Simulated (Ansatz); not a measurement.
# C₂H₇GeNO: small, medium and large basis sets

An exercise on one series of results from a longer session: the logs are not shown, and one member is left open.

Method: one geometry, several basis sets; program: Ansatz 0.2.0, Gaussian basis.

Plan: PBE0-D4/def2-SVP; ωB97M-V/def2-SVP; PBE0-D4/def2-QZVPP; ωB97M-V/def2-QZVPP; the functionals' def2-TZVPP values are taken from earlier runs.

### The relaxed structure

An earlier PBE0-D4 in a triple-zeta def2 set relaxation fixed the geometry.

12 atoms, charge 0, spin multiplicity 1.

Atoms are counted from 1 here; the program's logs count them from 0.

Bond lengths: C1–Ge2 2.005 Å, C1–H6 1.095 Å, C1–H7 1.092 Å, C1–H8 1.092 Å, Ge2–O3 2.165 Å, Ge2–H9 1.598 Å, O3–C4 1.227 Å, C4–N5 1.329 Å, C4–H10 1.099 Å, N5–H11 1.007 Å, N5–H12 1.004 Å. Angles: Ge2–C1–H6 107.7°, Ge2–C1–H7 111.6°, Ge2–C1–H8 112.3°, H6–C1–H7 107.8°, H6–C1–H8 107.8°, H7–C1–H8 109.5°, C1–Ge2–O3 91.3°, C1–Ge2–H9 94.9°, O3–Ge2–H9 88.1°, Ge2–O3–C4 116.5°, O3–C4–N5 123.0°, O3–C4–H10 121.1°, N5–C4–H10 115.9°, C4–N5–H11 119.7°, C4–N5–H12 120.9°, H11–N5–H12 119.4°.

Set-up of the first run:

in.yaml

```yaml
crystal:
  periodic: [false, false, false]
  atoms:
    - {symbol: C, position_ang: [-2.304425, 0.653717, -0.153697]}
    - {symbol: Ge, position_ang: [-1.250839, -0.997888, -0.580207]}
    - {symbol: O, position_ang: [0.615533, 0.040881, -0.228355]}
    - {symbol: C, position_ang: [1.472363, -0.571688, 0.400517]}
    - {symbol: N, position_ang: [2.672448, -0.068131, 0.668512]}
    - {symbol: H, position_ang: [-3.299823, 0.538290, -0.596370]}
    - {symbol: H, position_ang: [-2.430561, 0.782406, 0.923301]}
    - {symbol: H, position_ang: [-1.853535, 1.552880, -0.577609]}
    - {symbol: H, position_ang: [-1.086380, -0.658194, -2.132668]}
    - {symbol: H, position_ang: [1.282507, -1.585838, 0.778056]}
    - {symbol: H, position_ang: [2.910213, 0.855554, 0.344602]}
    - {symbol: H, position_ang: [3.349398, -0.597187, 1.187920]}
basis:
  gaussian: {orbitals: def2-SVP}
hamiltonian: {xc: pbe0, dispersion: d4}
output: {orbitals: {seedname: orbitals}}
```

Among the steps run: PBE0-D4 in def2-SVP; ωB97M-V in def2-SVP; PBE0-D4 in def2-QZVPP; ωB97M-V in def2-QZVPP.

One table of the session follows, with a row left open; its other results are not shown here.

It belongs to the step «Density functionals: the series». 

| functional | basis | HOMO (eV) |
| --- | --- | --- |
| PBE0-D4 | def2-SVP | -4.93 |
| PBE0-D4 | def2-TZVPP | -5.02 |
| PBE0-D4 | def2-QZVPP | -5.09 |
| ωB97M-V | def2-SVP | -7.02 |
| ωB97M-V | def2-TZVPP | ? |
| ωB97M-V | def2-QZVPP | -7.19 |

**Question.** Estimate the row for ωB97M-V, def2-TZVPP.

The run gave: HOMO (eV): -7.13. In the column «HOMO (eV)» it lies between ωB97M-V, def2-QZVPP (-7.19) and ωB97M-V, def2-SVP (-7.02).
